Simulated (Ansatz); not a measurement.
Runs of Ansatz 0.2.0 on GaB. The structure is tetragonal, space group P4/mmm (No. 123). The conventional cell has a = 2.718 Å, b = 2.718 Å, c = 3.236 Å, α = 90.00°, β = 90.00°, γ = 90.00°. Around Ga (site symmetry 4/mmm) lie 8 B at 2.51 Å and 4 Ga at 2.72 Å. Around B (site symmetry 4/mmm) lie 8 Ga at 2.51 Å and 4 B at 2.72 Å. The cell was built by a generator and needn't be a form met in nature.

```tsv
task	level	cell	smearing	gap on the mesh (eV)	pressure (GPa)	relaxed volume (Å³/atom)
single point	PBE	as given	fermi-dirac 0.05 eV	none	-0.1	-
relaxation of cell and atoms	PBEsol+D3(BJ)	relaxed	fermi-dirac 0.05 eV	none	0.0	11.08
single point	PBE	as given	gaussian 0.011 eV	-	-0.1	-
relaxation of cell and atoms	PBEsol+D4	relaxed	fermi-dirac 0.05 eV	none	0.0	(a)
relaxation of cell and atoms	PBEsol	relaxed	fermi-dirac 0.05 eV	none	0.0	11.46
```

Alike in all rows: potentials or basis Ansatz PAW; no spin polarisation; k mesh 10 × 10 × 8; cutoff (eV) 420.

Task: Fill in the values left out.

Result: (a) 11.12.

Caveats: the plane-wave basis is chosen anew once the cell has moved, so the energies of steps on either side of that aren't comparable (some runs); the PAW data sets come from PBE, with cores solved anew for the run's functional, which leaves a small shift of forces and pressure (some runs); pairwise dispersion overbinds metals, which lowers pressure and volume (some runs).

A k mesh can miss the band edges, and the runs leave out spin-orbit coupling on Ga.

A gap of «none» marks a metal or a gap under the smearing width.
